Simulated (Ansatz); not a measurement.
# BrFGeH4: search for a transition state, part 2 of 2

Ansatz 0.2.0, Gaussian basis; PBE0-D4. The steps go on from the part before.

## 6. Checking the order of the point

Contents of vib/in.yaml:

```yaml
crystal:
  periodic: [false, false, false]
  atoms:
    - {symbol: Ge, position_ang: [-0.542884, 0.055513, -0.482181]}
    - {symbol: Br, position_ang: [0.706026, 1.116490, 1.743441]}
    - {symbol: H, position_ang: [-0.610251, -1.074972, -1.525116]}
    - {symbol: H, position_ang: [-1.770573, -0.011639, 0.419955]}
    - {symbol: H, position_ang: [-0.174831, 1.368857, -1.162425]}
    - {symbol: H, position_ang: [1.292566, -0.404365, 0.894598]}
    - {symbol: F, position_ang: [1.099947, -1.049885, 0.111729]}
basis:
  gaussian: {orbitals: def2-TZVP}
hamiltonian: {xc: pbe0, dispersion: d4}
phonons: {temperatures: {t_min: 298.15, t_max: 900, t_step: 200}}
```

The run is started by

```
$ ansatz run in.yaml --threads 4 --pin off --events-out ev --progress --plain --max-ram 9574MiB
```

The program printed, shortened:

```text
Functional definition: PBE0
  name "PBE0"
  cite "Adamo & Barone, J. Chem. Phys. 110, 6158 (1999) doi:10.1063/1.478522"
  cite "Perdew, Burke & Ernzerhof, Phys. Rev. Lett. 77, 3865 (1996) doi:10.1103/PhysRevLett.77.3865"
  parent pbe
[...]
1146 factors; their error is unknown
[...]
mean field -129329.84981816 eV, -4752.7843178966 hartree, gradient 2.4e-5 eV, S^2 0.000000; 0 other end points of the search recorded, 0 dependent functions left out
[...]
reference -129329.84984513 eV, -4752.7843188877 hartree; 40, 40 occupied and 111, 111 virtual orbitals, 1146 factors
[... from here to the last solve, the lines of the solves are left out (41 solves) ...]
1146 factors; their error is unknown
mean field -129329.84976889 eV, -4752.7843160858 hartree, gradient 1.1e-6 eV, S^2 0.000000; 0 other end points of the search recorded, 0 dependent functions left out
[...]
reference -129329.84979586 eV, -4752.7843170770 hartree; 40, 40 occupied and 111, 111 virtual orbitals, 1146 factors
WARN: phonons: modes at or below zero, which the zero-point energy, F, S and C_V leave out: 1, the lowest at -247.50 cm⁻¹. A minimum has none, and a first-order saddle one
Total energy: -129329.95473500 eV, -4752.7881735195 hartree
Atom 0 at    -0.542884     0.055513    -0.482181 Å, force    -0.001354    -0.001938     0.000577 eV/Å
Atom 1 at     0.706026     1.116490     1.743441 Å, force     0.007712    -0.005845    -0.006032 eV/Å
Atom 2 at    -0.610251    -1.074972    -1.525116 Å, force     0.000010    -0.000781    -0.001863 eV/Å
Atom 3 at    -1.770573    -0.011639     0.419955 Å, force     0.000204     0.000525    -0.002250 eV/Å
Atom 4 at    -0.174831     1.368857    -1.162425 Å, force    -0.002907     0.002060     0.001194 eV/Å
Atom 5 at     1.292566    -0.404365     0.894598 Å, force    -0.008104     0.002426     0.006448 eV/Å
Atom 6 at     1.099947    -1.049885     0.111729 Å, force     0.004439     0.003554     0.001927 eV/Å
Dipole moment:    -0.319469    -0.172401    -0.480883 e Å
Vibrations: -247.50 88.02 228.10 341.93 557.04 619.53 768.97 806.07 884.01 916.41 1049.69 2151.41 2162.68 2196.98 2233.67 cm⁻¹, zero-point energy 0.930161 eV
```

Run time: 66 s. Hardware: 4 threads of Arm Neoverse V2, shared host.

Wavenumbers and character of the modes:

| mode | wavenumber (cm⁻¹) | character |
| --- | --- | --- |
| 1 | 248i | changes Ge1–F7, Br2–H6, Ge1–Br2, H6–F7 |
| 2 | 88 | bend with torsion |
| 3 | 228 | Ge–Br and Ge–F stretch |
| 4 | 342 | bend |
| 5 | 557 | bend |
| 6 | 620 | bend |
| 7 | 769 | wag or twist |
| 8 | 806 | bend |
| 9 | 884 | bend |
| 10 | 916 | bend |
| 11 | 1050 | bend |
| 12 | 2151 | Ge–H stretch |
| 13 | 2163 | F–H stretch |
| 14 | 2197 | Ge–H stretch |
| 15 | 2234 | Ge–H stretch |

Vibrational sums (real modes only):

| T (K) | entropy (J/mol/K) | heat capacity (J/mol/K) |
| --- | --- | --- |
| 298 | 35.7 | 42.5 |
| 498 | 63.1 | 64.3 |
| 698 | 87.3 | 78.5 |
| 898 | 108.3 | 88.4 |

## 7. Relaxing after a step of 0.30 Å one way along the mode

Contents of downa/in.yaml:

```yaml
crystal:
  periodic: [false, false, false]
  atoms:
    - {symbol: Ge, position_ang: [-0.525950, -0.133724, -0.596043]}
    - {symbol: Br, position_ang: [0.890971, 1.128523, 1.956566]}
    - {symbol: H, position_ang: [-0.760445, -1.163774, -1.712694]}
    - {symbol: H, position_ang: [-1.633519, -0.092172, 0.412148]}
    - {symbol: H, position_ang: [-0.036465, 1.285169, -1.073669]}
    - {symbol: H, position_ang: [1.205982, -0.153341, 0.907891]}
    - {symbol: F, position_ang: [0.859425, -0.870680, 0.105801]}
basis:
  gaussian: {orbitals: def2-TZVP}
hamiltonian: {xc: pbe0, dispersion: d4}
relax: {f_tol: 0.005, max_steps: 200}
```

The run is started by

```
$ ansatz run in.yaml --threads 4 --pin off --events-out ev --progress --plain --max-ram 9574MiB
```

The program printed, shortened:

```text
[... 5 set-up lines as earlier in the session ...]
[...]
1146 factors; their error is unknown
[...]
mean field -129329.83309939 eV, -4752.7837034931 hartree, gradient 1.4e-5 eV, S^2 0.000000; 0 other end points of the search recorded, 0 dependent functions left out
[...]
reference -129329.83312592 eV, -4752.7837044682 hartree; 40, 40 occupied and 111, 111 virtual orbitals, 1146 factors
relax step   1: F+E_penalty+E_count = -129329.93587300 eV  Δ(F+E_penalty+E_count) = +0.000e0 eV  max|allowed force component| = 2.574e0 eV/Å  Δτ_max = 0.0000 Å  (26 SCF iters, accepted)
[...]
reference -129330.75920450 eV, -4752.8177372284 hartree; 40, 40 occupied and 111, 111 virtual orbitals, 1146 factors
Total energy: -129330.84198638 eV, -4752.8207794062 hartree
Atom 0 at    -0.663315    -0.230854    -0.875397 Å, force    -0.000782    -0.000790     0.002459 eV/Å
Atom 1 at     1.514409     1.156470     2.573308 Å, force     0.000009    -0.000996    -0.001260 eV/Å
Atom 2 at    -0.880517    -1.259547    -1.988142 Å, force     0.001821    -0.000007    -0.000201 eV/Å
Atom 3 at    -1.801803    -0.196869     0.146697 Å, force     0.000784     0.000168     0.000596 eV/Å
Atom 4 at    -0.278316     1.154678    -1.398952 Å, force     0.001252    -0.000951     0.000101 eV/Å
Atom 5 at     1.365464     0.183116     1.533991 Å, force    -0.000046     0.001177     0.001737 eV/Å
Atom 6 at     0.744078    -0.806992     0.008496 Å, force    -0.003038     0.001399    -0.003432 eV/Å
Dipole moment:    -0.470753    -0.054167    -0.521287 e Å
```

Run time: 30 s. Hardware: 4 threads of Arm Neoverse V2, shared host.

Along the way:

| step | energy from step 1 (eV) | largest force component (eV/Å) |
| --- | --- | --- |
| 1 | 0.0000 | 2.5738 |
| 2 | -0.3412 | 1.4794 |
| 3 | -0.5561 | 1.4296 |
| 4 | -0.7489 | 0.7662 |
| 5 | -0.8308 | 0.3745 |
| 6 | -0.8848 | 0.2280 |
| 7 | -0.8982 | 0.0696 |
| 8 | -0.9022 | 0.0444 |
| 9 | -0.9046 | 0.0899 |
| 10 | -0.9054 | 0.0608 |
| 11 | -0.9059 | 0.0342 |
| 12 | -0.9060 | 0.0159 |
| 13 | -0.9061 | 0.0115 |
| 14 | -0.9061 | 0.0034 |

Distances of close pairs at the start and the end, largest changes first:

| bond | before (Å) | after (Å) | change (Å) |
| --- | --- | --- | --- |
| H6–F7 | 1.130 | 1.922 | +0.791 |
| Br2–H6 | 1.686 | 1.432 | -0.254 |
| Ge1–H5 | 1.575 | 1.530 | -0.045 |
| Ge1–F7 | 1.719 | 1.759 | +0.040 |
| Ge1–H4 | 1.498 | 1.530 | +0.032 |
| Ge1–H3 | 1.537 | 1.531 | -0.006 |

## 8. Relaxing after a step of 0.30 Å the other way along the mode

Contents of downb/in.yaml:

```yaml
crystal:
  periodic: [false, false, false]
  atoms:
    - {symbol: Ge, position_ang: [-0.559819, 0.244751, -0.368318]}
    - {symbol: Br, position_ang: [0.521081, 1.104457, 1.530316]}
    - {symbol: H, position_ang: [-0.460058, -0.986171, -1.337538]}
    - {symbol: H, position_ang: [-1.907627, 0.068895, 0.427762]}
    - {symbol: H, position_ang: [-0.313196, 1.452545, -1.251182]}
    - {symbol: H, position_ang: [1.379151, -0.655389, 0.881304]}
    - {symbol: F, position_ang: [1.340469, -1.229089, 0.117656]}
basis:
  gaussian: {orbitals: def2-TZVP}
hamiltonian: {xc: pbe0, dispersion: d4}
relax: {f_tol: 0.005, max_steps: 200}
```

The run is started by

```
$ ansatz run in.yaml --threads 4 --pin off --events-out ev --progress --plain --max-ram 9574MiB
```

The program printed, shortened:

```text
[... 5 set-up lines as earlier in the session ...]
[...]
1146 factors; their error is unknown
[...]
mean field -129330.11769002 eV, -4752.7941620060 hartree, gradient 3.3e-5 eV, S^2 0.000000; 0 other end points of the search recorded, 0 dependent functions left out
[...]
reference -129330.11771656 eV, -4752.7941629812 hartree; 40, 40 occupied and 111, 111 virtual orbitals, 1146 factors
relax step   1: F+E_penalty+E_count = -129330.22286529 eV  Δ(F+E_penalty+E_count) = +0.000e0 eV  max|allowed force component| = 1.637e0 eV/Å  Δτ_max = 0.0000 Å  (26 SCF iters, accepted)
[...]
reference -129331.06641734 eV, -4752.8290270918 hartree; 40, 40 occupied and 111, 111 virtual orbitals, 1146 factors
Total energy: -129331.16230219 eV, -4752.8325507952 hartree
Atom 0 at    -0.887740     0.490512    -0.422259 Å, force     0.000401     0.000213     0.000779 eV/Å
Atom 1 at     0.489274     0.959160     1.400288 Å, force    -0.000403    -0.000037    -0.000128 eV/Å
Atom 2 at    -0.368514    -0.814482    -1.021948 Å, force    -0.000321    -0.000234    -0.000149 eV/Å
Atom 3 at    -2.303398     0.366133     0.143800 Å, force    -0.000335     0.000203    -0.000216 eV/Å
Atom 4 at    -0.747730     1.681530    -1.371832 Å, force     0.000074    -0.000025    -0.000191 eV/Å
Atom 5 at     1.751160    -0.956472     0.843958 Å, force    -0.000111     0.000641     0.000298 eV/Å
Atom 6 at     2.066949    -1.726382     0.427992 Å, force     0.000696    -0.000761    -0.000394 eV/Å
Dipole moment:    -0.520962     0.334933    -0.202201 e Å
```

Wall time 27 s (4 threads of Arm Neoverse V2, shared host).

Relaxation path:

| step | energy from step 1 (eV) | largest force component (eV/Å) |
| --- | --- | --- |
| 1 | 0.0000 | 1.6369 |
| 2 | -0.3833 | 0.6304 |
| 3 | -0.6157 | 0.9365 |
| 4 | -0.8305 | 0.8216 |
| 5 | -0.9213 | 0.3015 |
| 6 | -0.9321 | 0.2025 |
| 7 | -0.9337 | 0.5493 |
| 8 | -0.9330 | 0.3420 |
| 9 | -0.9382 | 0.0584 |
| 10 | -0.9393 | 0.0377 |
| 11 | -0.9394 | 0.0135 |
| 12 | -0.9394 | 0.0008 |

Distances of close pairs at the start and the end, largest changes first:

| bond | before (Å) | after (Å) | change (Å) |
| --- | --- | --- | --- |
| Ge1–H4 | 1.575 | 1.530 | -0.046 |
| Ge1–H3 | 1.570 | 1.527 | -0.043 |
| H6–F7 | 0.956 | 0.930 | -0.026 |
| Ge1–Br2 | 2.348 | 2.332 | -0.016 |
| Ge1–H5 | 1.516 | 1.530 | +0.013 |

## 9. The three structures

| pair | start side (Å) | saddle (Å) | end side (Å) |
| --- | --- | --- | --- |
| Ge1–F7 | 3.790 | 2.067 | 1.759 |
| Br2–H6 | 2.360 | 1.838 | 1.432 |
| Ge1–Br2 | 2.332 | 2.764 | 4.308 |
| H6–F7 | 0.930 | 1.033 | 1.922 |

## 10. Summary of results

The summary covers parts 1 to 2.

| quantity | value |
| --- | --- |
| imaginary mode | 248i cm⁻¹ |
| barrier from the start side | 116.5 kJ/mol |
| barrier from the end side | 85.6 kJ/mol |
| energy of the step | +30.9 kJ/mol |
| pairs that change | Ge1–F7 formed, Br2–H6 formed, Ge1–Br2 broken, H6–F7 broken |
| zero-point energy at the saddle | 0.930 eV |

**Reading.** The point has a single imaginary mode (248i cm⁻¹), as a transition state must. It joins the planned start and end. At PBE0-D4/def2-TZVP the electronic barrier is 116.5 kJ/mol, about 47 kT at 298 K, and the step runs 30.9 kJ/mol uphill. A step off the saddle overshot and began above it in energy, so the link to its end is likely but not proven. Lower complexes than these ends may exist.
